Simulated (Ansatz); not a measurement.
I need a polarisability from point charges of C2H3BN, SMILES C[B]C#N. Use the Python package of Ansatz (0.2.0). Settings (for the species named): Hartree-Fock, def2-SVPD basis, multiplicity 2.

```xyz
7

C    -0.5393    0.6569   -0.3342
B    -0.4186   -0.8304    0.0432
C     0.8874   -1.3508    0.5773
N     2.0006   -1.7369    0.9999
H    -0.8516    0.7713   -1.4380
H    -1.3997    1.1626    0.2639
H     0.3824    1.2594   -0.1579
```

`run_field.py`:
```python
# -*- coding: utf-8 -*-
import warnings

import ansatz as az
from ase import Atoms
import numpy as np


def main():
    warnings.simplefilter("ignore", az.DeckWarning)

    atoms = Atoms(["C", "B", "C", "N", "H", "H", "H"], positions=[
        (-0.5393, 0.6569, -0.3342),
        (-0.4186, -0.8304, 0.0432),
        (0.8874, -1.3508, 0.5773),
        (2.0006, -1.7369, 0.9999),
        (-0.8516, 0.7713, -1.438),
        (-1.3997, 1.1626, 0.2639),
        (0.3824, 1.2594, -0.1579),
    ])
    mol = az.Crystal.molecule_from_ase(atoms)

    model = mol.calculation().basis(gaussian="def2-SVPD").functional("hf").spin("collinear", total=1).forces()
    centre = np.mean([site.position_ang for site in mol.cartesian_sites], axis=0)
    field = 2 * 14.399645 * 4.0 / 40.0 ** 2


    def dipole(axis, sign):
        arm = 40.0 * np.eye(3)[axis]
        pair = [{"charge": sign * 4.0, "position_ang": (centre - arm).tolist()}, {"charge": -sign * 4.0, "position_ang": (centre + arm).tolist()}]
        deck = model.input().set(az.key.basis.gaussian.point_charges, pair)
        return np.array(az.Session.from_dict(deck).plan().execute().report["charge_distribution"]["dipole_moment_e_ang"])


    print(f"field {field:.4f} V/A")
    alpha = np.array([(dipole(axis, 1) - dipole(axis, -1)) / (2 * field) * 14.399645 for axis in range(3)])
    print("polarisability tensor (A^3)")
    print(np.array2string(alpha, precision=3, suppress_small=True))
    print(f"mean {np.trace(alpha) / 3:.3f} A^3 = {np.trace(alpha) / 3 / 0.14818471:.2f} bohr^3")


if __name__ == "__main__":
    main()
```

Output of `python run_field.py`:
```text
field 0.0720 V/A
polarisability tensor (A^3)
[[ 7.695 -1.274  0.953]
 [-1.269  6.238 -0.545]
 [ 0.95  -0.546  5.871]]
mean 6.601 A^3 = 44.55 bohr^3
```

Caveats:
- The geometry is a force-field or estimated start, not a minimum of this method, and the basis set is short of its limit. The field of two point charges is only nearly even.
- The species is open-shell (spin multiplicity 2).
- The expectation value of S² is noticeably off S(S+1) in at least one run, so that state is spin-contaminated.
- Wall time of the script: 50 s on 1 thread of Intel(R) Xeon(R) Platinum 8488C (Sapphire Rapids) (shared host), peak memory 0.29 GiB.

(A comment or docstring line of the script was reworded after the run, the code is as it ran; lines on the test bed's own set-up are left out of the output.)
